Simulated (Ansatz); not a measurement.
# C2H8CuNS: trial inputs and their diagnosis

5 inputs were typed for C2H8CuNS. Each is run as it stands; the log then has to tell whether the result can be used.

The runs use Ansatz 0.2.0, Gaussian basis; the settings change from run to run.

## Step 1: The geometry

An earlier PBE0-D4 in a triple-zeta def2 set relaxation fixed the geometry.

SMILES `C[S+](C)[Cu-][NH2]`, 13 atoms, charge 0, spin multiplicity 1.

Atoms are counted from 1 here; the program's logs count them from 0.

Bond lengths: C1–S2 1.801 Å, C1–H6 1.089 Å, C1–H7 1.089 Å, C1–H8 1.091 Å, S2–C3 1.800 Å, S2–Cu4 2.165 Å, C3–H9 1.089 Å, C3–H10 1.089 Å, C3–H11 1.091 Å, Cu4–N5 1.822 Å, N5–H12 1.014 Å, N5–H13 1.014 Å. Angles: S2–C1–H6 111.0°, S2–C1–H7 106.9°, S2–C1–H8 109.6°, H6–C1–H7 109.3°, H6–C1–H8 110.5°, H7–C1–H8 109.4°, C1–S2–C3 100.2°, C1–S2–Cu4 106.9°, C3–S2–Cu4 106.7°, S2–C3–H9 111.0°, S2–C3–H10 107.0°, S2–C3–H11 109.5°, H9–C3–H10 109.3°, H9–C3–H11 110.5°, H10–C3–H11 109.4°, S2–Cu4–N5 175.4°, Cu4–N5–H12 114.7°, Cu4–N5–H13 114.0° and more.

Geometry (Å):

```mol
C2H8CuNS
  3D, bonds by distance, orders not assigned

 13 12  0  0  0  0  0  0  0  0999 V2000
   -1.2494   -1.4871   -0.2041 C   0  0
    0.1284   -0.5571   -0.8964 S   0  0
    1.4816   -1.2004    0.1006 C   0  0
   -0.1493    1.5084   -0.3115 Cu  0  0
   -0.5254    3.2296    0.1543 N   0  0
   -1.3455   -1.3033    0.8653 H   0  0
   -2.1503   -1.1431   -0.7106 H   0  0
   -1.1075   -2.5510   -0.3983 H   0  0
    1.3015   -1.0275    1.1610 H   0  0
    2.3817   -0.6678   -0.2035 H   0  0
    1.6060   -2.2658   -0.0971 H   0  0
   -0.1677    3.5105    1.0605 H   0  0
   -0.1837    3.9197   -0.5055 H   0  0
  1  2  8  0
  2  3  8  0
  2  4  8  0
  4  5  8  0
  1  6  8  0
  1  7  8  0
  1  8  8  0
  3  9  8  0
  3 10  8  0
  3 11  8  0
  5 12  8  0
  5 13  8  0
M  END
```

## Step 2: Input 1

File in.yaml:

```yaml
crystal:
  periodic: [false, false, false]
  atoms:
    - {symbol: C, position_ang: [-1.293821, -1.499685, -0.440380]}
    - {symbol: S, position_ang: [-0.085361, -0.323892, -0.974746]}
    - {symbol: C, position_ang: [1.504169, -1.407610, 0.137204]}
    - {symbol: Cu, position_ang: [-0.107318, 1.349167, -0.324616]}
    - {symbol: N, position_ang: [-0.362443, 3.125076, 0.130171]}
    - {symbol: H, position_ang: [-1.268733, -1.343527, 0.727477]}
    - {symbol: H, position_ang: [-2.359281, -1.263349, -0.742745]}
    - {symbol: H, position_ang: [-1.074225, -2.660028, -0.518904]}
    - {symbol: H, position_ang: [1.088509, -1.102894, 1.249528]}
    - {symbol: H, position_ang: [2.482634, -0.791132, -0.259334]}
    - {symbol: H, position_ang: [1.633676, -2.123902, -0.109349]}
    - {symbol: H, position_ang: [-0.112194, 3.791810, 1.230917]}
    - {symbol: H, position_ang: [0.100110, 3.629528, -0.463474]}
basis:
  gaussian: {orbitals: pcseg-2, fitting: {mean_field: cc-pVTZ-jkfit}}
total_charge: 1
magnetization: {spin_polarized: true, initial_magnetization: 1}
hamiltonian: {xc: {name: revPBE}}
scf: {lower_state_search: light}
output: {forces: true}
```

Started as:

```bash
$ ansatz run in.yaml --threads 4 --pin off --events-out ev --progress --plain --max-ram 11315MiB
```

The log of the run:

```text
Functional definition: revPBE
  name "revPBE"
  cite "Zhang & Yang, Phys. Rev. Lett. 80, 890 (1998) doi:10.1103/PhysRevLett.80.890"
  cite "Perdew, Burke & Ernzerhof, Phys. Rev. Lett. 77, 3865 (1996) doi:10.1103/PhysRevLett.77.3865"
  parameter kappa = 1.245
  parameter beta = 0.06672455060314922
  exchange = pbe_x(kappa = kappa, mu = beta*pi^2/3)
  correlation = pbe_c(beta = beta)
Error: <dir> the basis set cc-pVTZ-JKFIT has no functions for Cu
```

Wall time 0.05 s (4 threads of Arm Neoverse V2, shared host).

Diagnosis: Refused before any calculation. The fitting set named has no entry for an element of this molecule. Cure: leave the fitting key out, or name a set that covers all elements and suits the basis. The input also asks for charge 1 and multiplicity 2, not those of the species named; set them back first. Its coordinates are also moved off the relaxed structure.

## Step 3: Input 2

File in.yaml:

```yaml
crystal:
  periodic: [false, false, false]
  atoms:
    - {symbol: C, position_ang: [-1.099290, -1.306585, -0.087794]}
    - {symbol: S, position_ang: [0.167623, -0.622983, -0.924433]}
    - {symbol: C, position_ang: [1.550634, -1.240192, 0.107365]}
    - {symbol: Cu, position_ang: [-0.272761, 1.459706, -0.417761]}
    - {symbol: N, position_ang: [-0.268306, 3.214153, 0.298126]}
    - {symbol: H, position_ang: [-1.218183, -1.224577, 0.789474]}
    - {symbol: H, position_ang: [-2.064412, -1.175278, -0.716740]}
    - {symbol: H, position_ang: [-1.153049, -2.607205, -0.420236]}
    - {symbol: H, position_ang: [1.210675, -1.096886, 1.216052]}
    - {symbol: H, position_ang: [2.393050, -0.499014, -0.154670]}
    - {symbol: H, position_ang: [1.722367, -2.229613, -0.145148]}
    - {symbol: H, position_ang: [-0.204852, 3.534936, 1.183746]}
    - {symbol: H, position_ang: [-0.174051, 3.978002, -0.601806]}
basis:
  gaussian: {orbitals: def2-SVP, fitting: {mean_field: cc-pVTZ-jkfit}}
hamiltonian: {xc: {name: wB97X}}
```

Same command.

The log of the run:

```text
Functional definition: wB97X
  name "wB97X"
  cite "Chai & Head-Gordon, J. Chem. Phys. 128, 084106 (2008) doi:10.1063/1.2834918"
  cite "Becke, J. Chem. Phys. 107, 8554 (1997) doi:10.1063/1.475007"
  parameter omega = 0.3/bohr
  parameter cx = 0.157706
  parameter cx1 = 0.726479
  parameter cx2 = 1.04760
  parameter cx3 = -5.70635
  parameter cx4 = 13.2794
  parameter css1 = -4.33879
  parameter css2 = 18.2308
  parameter css3 = -31.7430
  parameter css4 = 17.2901
  parameter cos1 = 2.37031
  parameter cos2 = -11.3995
  parameter cos3 = 6.58405
  parameter cos4 = -3.78132
  # The coefficients of nought are those of the uniform gas.
  exchange = spin_sum(e_x_unif_sr(omega)*poly(b97_u_x, 1 - cx, cx1, cx2, cx3, cx4)) + cx*exact_x_sr(omega)
      + exact_x_lr(omega)
  correlation = spin_sum(e_c_pw_same_spin*poly(b97_u_same, 1, css1, css2, css3, css4))
      + integral(e_c_pw_opposite_spin*poly(b97_u_opposite, 1, cos1, cos2, cos3, cos4))
Error: <dir> the basis set cc-pVTZ-JKFIT has no functions for Cu
```

It took 0.1 s on 4 threads of Arm Neoverse V2, shared host.

What is wrong: Refused before any calculation. The fitting set named has no entry for an element of this molecule. Cure: leave the fitting key out, or name a set that covers all elements and suits the basis. Its coordinates are also moved off the relaxed structure.

## Step 4: Input 3

File in.yaml:

```yaml
crystal:
  periodic: [false, false, false]
  atoms:
    - {symbol: C, position_ang: [-2.376168, -2.821920, -0.461188]}
    - {symbol: S, position_ang: [0.290444, -1.181817, -1.711223]}
    - {symbol: C, position_ang: [2.807309, -2.353589, 0.251768]}
    - {symbol: Cu, position_ang: [-0.220081, 2.950881, -0.568531]}
    - {symbol: N, position_ang: [-1.031253, 5.995024, 0.287461]}
    - {symbol: H, position_ang: [-2.614386, -2.368876, 1.651956]}
    - {symbol: H, position_ang: [-4.077667, -2.118633, -1.329995]}
    - {symbol: H, position_ang: [-2.021379, -4.766595, -0.712112]}
    - {symbol: H, position_ang: [2.480493, -1.943484, 2.070577]}
    - {symbol: H, position_ang: [4.522983, -1.291923, -0.437168]}
    - {symbol: H, position_ang: [3.167480, -4.262420, -0.243816]}
    - {symbol: H, position_ang: [-0.273984, 6.571000, 2.092071]}
    - {symbol: H, position_ang: [-0.419937, 7.476732, -0.930559]}
basis:
  gaussian: {orbitals: cc-pVTZ}
total_charge: 1
magnetization: {spin_polarized: true, initial_magnetization: 1}
hamiltonian: {xc: {name: wB97X}, pseudopotentials: {relativity: none}}
```

The command is unchanged.

The log of the run:

```text
Functional definition: wB97X
  name "wB97X"
  cite "Chai & Head-Gordon, J. Chem. Phys. 128, 084106 (2008) doi:10.1063/1.2834918"
  cite "Becke, J. Chem. Phys. 107, 8554 (1997) doi:10.1063/1.475007"
  parameter omega = 0.3/bohr
  parameter cx = 0.157706
  parameter cx1 = 0.726479
  parameter cx2 = 1.04760
  parameter cx3 = -5.70635
  parameter cx4 = 13.2794
  parameter css1 = -4.33879
  parameter css2 = 18.2308
  parameter css3 = -31.7430
  parameter css4 = 17.2901
  parameter cos1 = 2.37031
  parameter cos2 = -11.3995
  parameter cos3 = 6.58405
  parameter cos4 = -3.78132
  # The coefficients of nought are those of the uniform gas.
  exchange = spin_sum(e_x_unif_sr(omega)*poly(b97_u_x, 1 - cx, cx1, cx2, cx3, cx4)) + cx*exact_x_sr(omega)
      + exact_x_lr(omega)
  correlation = spin_sum(e_c_pw_same_spin*poly(b97_u_same, 1, css1, css2, css3, css4))
      + integral(e_c_pw_opposite_spin*poly(b97_u_opposite, 1, cos1, cos2, cos3, cos4))
1827 factors; their error is unknown
377 factors; integrals over basis functions are off by at most 1.6e-4 eV
mean field evaluation 1: about -59033.4543 eV, gradient 1.2e2 eV
mean field evaluation 2: about -56640.2529 eV, gradient 4.4e2 eV
mean field evaluation 4: about -59012.1041 eV, gradient 1.1e2 eV
mean field evaluation 8: about -59119.4218 eV, gradient 9.9e0 eV
mean field evaluation 16: about -59126.7564 eV, gradient 4.8e-1 eV
mean field evaluation 32: about -59107.9517 eV, gradient 5.7e1 eV
Error: SIGTERM received: run cancelled behind 61 evaluations of the mean field
```

Run time: 92 s. Hardware: 4 threads of Arm Neoverse V2, shared host.

What is wrong: The run hit its time limit. The coordinates are in bohr but typed as ångström. The shortest distance is 1.89 Å (C3–H9), against 1.01 Å in the relaxed molecule. It also asks for charge 1 and multiplicity 2, another species or state than the molecule above. To mend it, take the coordinates from the file in ångström, and set charge and spin to those of the species named.

## Step 5: Input 4

File in.yaml:

```yaml
crystal:
  periodic: [false, false, false]
  atoms:
    - {symbol: C, position_ang: [-2.748621, -3.271564, -0.448937]}
    - {symbol: S, position_ang: [0.282553, -1.225605, -1.972179]}
    - {symbol: C, position_ang: [3.259460, -2.640859, 0.221398]}
    - {symbol: Cu, position_ang: [-0.328367, 3.318446, -0.685266]}
    - {symbol: N, position_ang: [-1.155949, 7.105032, 0.339496]}
    - {symbol: H, position_ang: [-2.960037, -2.867345, 1.903676]}
    - {symbol: H, position_ang: [-4.730683, -2.514758, -1.563214]}
    - {symbol: H, position_ang: [-2.436536, -5.612144, -0.876222]}
    - {symbol: H, position_ang: [2.863377, -2.260437, 2.554127]}
    - {symbol: H, position_ang: [5.239738, -1.469089, -0.447674]}
    - {symbol: H, position_ang: [3.533149, -4.984868, -0.213672]}
    - {symbol: H, position_ang: [-0.368956, 7.723018, 2.333186]}
    - {symbol: H, position_ang: [-0.404249, 8.623391, -1.112161]}
basis:
  gaussian: {orbitals: def2-TZVPP}
total_charge: -1
magnetization: {spin_polarized: true, initial_magnetization: 1}
hamiltonian: {xc: {name: RPBE}, dispersion: d3bj}
output: {forces: true}
```

Launched as before.

The log of the run, shortened:

```text
Functional definition: RPBE
  name "RPBE"
  cite "Hammer, Hansen & Nørskov, Phys. Rev. B 59, 7413 (1999) doi:10.1103/PhysRevB.59.7413"
  cite "Perdew, Burke & Ernzerhof, Phys. Rev. Lett. 77, 3865 (1996) doi:10.1103/PhysRevLett.77.3865"
[...]
1776 factors; their error is unknown
[...]
mean field -59134.26895149 eV, -2173.1443013203 hartree, gradient 6.3e-6 eV, S^2 6.524811; 14 other end points of the search recorded, 0 dependent functions left out
[...]
reference -59134.26904863 eV, -2173.1443048898 hartree; 37, 36 occupied and 274, 275 virtual orbitals, 1776 factors
Total energy: -59134.68711360 eV, -2173.1596684942 hartree
Atom 0 at    -2.748621    -3.271564    -0.448937 Å, force    -0.626022    -0.340274     0.219376 eV/Å
Atom 1 at     0.282553    -1.225605    -1.972179 Å, force    -0.014682    -0.188359     0.318109 eV/Å
[...]
Atom 3 at    -0.328367     3.318446    -0.685266 Å, force     0.005600    -0.053233    -0.013643 eV/Å
Atom 4 at    -1.155949     7.105032     0.339496 Å, force     0.626369     0.840527     0.214225 eV/Å
Atom 5 at    -2.960037    -2.867345     1.903676 Å, force     0.087656    -0.168523    -1.012641 eV/Å
Atom 6 at    -4.730683    -2.514758    -1.563214 Å, force     0.876172    -0.332249     0.490471 eV/Å
Atom 7 at    -2.436536    -5.612144    -0.876222 Å, force    -0.137360     0.998917     0.177632 eV/Å
Atom 8 at     2.863377    -2.260437     2.554127 Å, force     0.172625    -0.157511    -1.003253 eV/Å
Atom 9 at     5.239738    -1.469089    -0.447674 Å, force    -0.875824    -0.515801     0.293863 eV/Å
Atom 10 at     3.533149    -4.984868    -0.213672 Å, force    -0.111690     1.001304     0.181960 eV/Å
Atom 11 at    -0.368956     7.723018     2.333186 Å, force    -0.318348    -0.247236    -0.840656 eV/Å
Atom 12 at    -0.404249     8.623391    -1.112161 Å, force    -0.302486    -0.626521     0.617153 eV/Å
Dipole moment:    -0.333849     3.933666    -0.373601 e Å
```

It took 62 s on 4 threads of Arm Neoverse V2, shared host; peak memory 0.94 GiB.

What is wrong: It ended without an error, which proves nothing about the input. The geometry is stretched to more than twice its size. The shortest distance is 2.23 Å (N5–H12), against 1.01 Å in the relaxed molecule. It also asks for charge -1 and multiplicity 2, another species or state than the molecule above. Its energy is no property of the relaxed molecule. To mend it, use the relaxed coordinates, and set charge and spin to those of the species named.

## Step 6: Input 5

File in.yaml:

```yaml
crystal:
  periodic: [false, false, false]
  atoms:
    - {symbol: C, position_ang: [-1.212826, -1.708952, 0.057078]}
    - {symbol: S, position_ang: [0.099142, -0.516425, -0.955829]}
    - {symbol: C, position_ang: [1.491385, -1.268751, 0.032384]}
    - {symbol: Cu, position_ang: [-0.307819, 1.607926, -0.340305]}
    - {symbol: N, position_ang: [-0.874449, 2.936046, -0.020466]}
    - {symbol: H, position_ang: [-1.001620, -1.313923, 0.702413]}
    - {symbol: H, position_ang: [-2.246208, -1.113759, -0.539821]}
    - {symbol: H, position_ang: [-1.201958, -2.427606, -0.520727]}
    - {symbol: H, position_ang: [1.382312, -1.372478, 1.182519]}
    - {symbol: H, position_ang: [2.397160, -0.663215, -0.599429]}
    - {symbol: H, position_ang: [1.688407, -2.445517, -0.057083]}
    - {symbol: H, position_ang: [-0.051358, 3.384334, 1.222505]}
    - {symbol: H, position_ang: [-0.089459, 3.954477, -0.719227]}
basis:
  gaussian: {orbitals: cc-pVTZ-rifit}
hamiltonian: {xc: {name: r2SCAN50}}
accuracy: high
output: {forces: true}
```

Launched as before.

The log of the run:

```text
Functional definition: r2SCAN50
  name "r2SCAN50"
  cite "Bursch, Neugebauer, Ehlert & Grimme, J. Chem. Phys. 156, 134105 (2022) doi:10.1063/5.0086040"
  cite "Furness, Kaplan, Ning, Perdew & Sun, J. Phys. Chem. Lett. 11, 8208 (2020) doi:10.1021/acs.jpclett.0c02405"
  cite "Furness, Kaplan, Ning, Perdew & Sun, J. Phys. Chem. Lett. 11, 9248 (2020) doi:10.1021/acs.jpclett.0c03077"
  parent r2scan
  parameter a = 0.5
  parameter k0 = 0.174
  parameter k1 = 0.065
  parameter a1 = 4.9479
  exchange = (1 - a)*r2scan_x(k0 = k0, k1 = k1, a1 = a1) + a*exact_x
  correlation = r2scan_c
Error: with its integrals the run needs 39.62 GiB of memory, and 11.04 GiB are given
refused for memory
```

It took 6.5 s on 4 threads of Arm Neoverse V2, shared host; peak memory 0.78 GiB.

What is wrong: Refused before any calculation. The set cc-pVTZ-rifit is made for fitting, not for orbitals. Its coordinates are also moved off the relaxed structure (shortest distance 0.79 Å, against 1.01 Å), and have to be restored too. The message speaks of memory, but more memory would only let a meaningless calculation run. To mend it, name an orbital basis such as cc-pVTZ, and keep the fitting set for the fitting key.

## Step 7: How the tries ended

```csv
input,level,ended,cause,time
1,revPBE/pcseg-2,refused,the fitting set named has no entry for an element of this molecule,0.05 s
2,wB97X/def2-SVP,refused,the fitting set named has no entry for an element of this molecule,0.1 s
3,wB97X/cc-pVTZ,timeout,the coordinates are in bohr but typed as ångström,92 s
4,RPBE/def2-TZVPP,converged,the geometry is stretched to more than twice its size,62 s
5,r2SCAN50/cc-pVTZ-rifit,refused,"the set cc-pVTZ-rifit is made for fitting, not for orbitals",6.5 s
```

In words: 3 refused, 1 timeout, 1 converged. The dangerous case is the input that converges on a wrong geometry, charge, spin, basis or grid: often only a look at the input shows it.
